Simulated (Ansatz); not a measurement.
# a series on the CsCl structure: CaBe, CaMg, SrCa, BaCa: a table of relaxed lattice constants and trends

With Ansatz's Python interface.

The cells in order, each with its output:

**Cell 1**
```python
import csv

import ansatz as az
import numpy as np
```

**Cell 2**
```python
def cscl(A, B, a):
    return (
        az.Lattice.cubic(a)
        .space_group(221)
        .atom(A, (0, 0, 0))
        .atom(B, (0.5, 0.5, 0.5))
    )
```

**Cell 3**
```python
def solve(name, crystal, relax=True):
    calc = crystal.calculation()
    calc = calc.functional("pbesol").basis(630)
    calc = calc.scf(extra_bands=4)
    calc = calc.kpoints(spacing=0.3).occupations("gaussian", width=0.05)
    calc = calc.stress().band_table()
    if relax:
        calc = calc.relax(force_tolerance=0.02, cell=True)
    return calc.run(threads=1, backend="cpu")

def bulk_modulus(name, outcome, step=0.01):
    # B = -V dP/dV from the pressures of two uniformly scaled cells, atoms held at their fractions
    pressure = []
    for factor in (1 - step, 1.0, 1 + step):
        cell = az.Crystal(lattice=az.Lattice.of(outcome.lattice.cell_ang * factor ** (1 / 3)))
        for site in outcome.report["lattice"]["sites"]:
            cell = cell.atom(site["symbol"], site["position_frac"])
        pressure.append(np.trace(solve(name, cell, relax=False).report["stress_gpa"]) / 3)
    slope, bend = (pressure[0] - pressure[2]) / (2 * step), abs(pressure[0] + pressure[2] - 2 * pressure[1])
    # a jump of mesh or basis between the cells shows as a kink: no modulus then
    return float(slope) if bend < 12 * step**2 * abs(slope) + 0.15 and abs(pressure[1]) < 1.5 else float("nan")
```

**Cell 4**
```python
def volume_per_atom(outcome):
    return abs(np.linalg.det(outcome.lattice.cell_ang)) / len(outcome.lattice.sites)

phases = {}
phases["CaBe"] = cscl("Ca", "Be", 3.4)
phases["CaMg"] = cscl("Ca", "Mg", 3.97)
phases["SrCa"] = cscl("Ca", "Sr", 4.64)
phases["BaCa"] = cscl("Ca", "Ba", 4.89)

done = {}
for name, crystal in phases.items():
    try:
        done[name] = solve(name, crystal)
    except az.NonConvergedError as error:
        print(name, "did not converge:", str(error)[:120])
```

**Cell 5**
```python
rows = [(name, float(np.linalg.norm(o.lattice.cell_ang[0])), volume_per_atom(o), bulk_modulus(name, o)) for name, o in done.items()]
with open("series.csv", "w", newline="") as handle:
    writer = csv.writer(handle)
    writer.writerow(["compound", "a (A)", "V (A^3/atom)", "B (GPa)"])
    writer.writerows([round(v, 4) if isinstance(v, float) else v for v in row] for row in rows)
print(open("series.csv").read())
```
Output:
```text
compound,a (A),V (A^3/atom),B (GPa)
CaBe,3.4968,21.3781,nan
CaMg,3.9353,30.4717,26.4412
SrCa,4.4749,44.8034,15.2902
BaCa,4.6477,50.199,13.3808
```

From smallest to largest: CaBe (21.38 Å³), CaMg (30.47 Å³), SrCa (44.80 Å³) and BaCa (50.20 Å³). The largest is 135 % above the smallest.

Notes:
- These settings explore the input space; cutoff and mesh may be short of convergence.
- The bulk modulus is taken at fixed shape and positions, an upper value where these are free.
- Pressure is positive in compression.
- The meshes are coarse for the metals among these phases, whose energies can be off by up to 40 meV an atom.
- The cells are built on a prototype by substitution; a member may or may not take this structure in nature.
- It ran for 47 s on 1 thread of Arm Neoverse V2, on a shared host, peak memory 0.51 GiB.
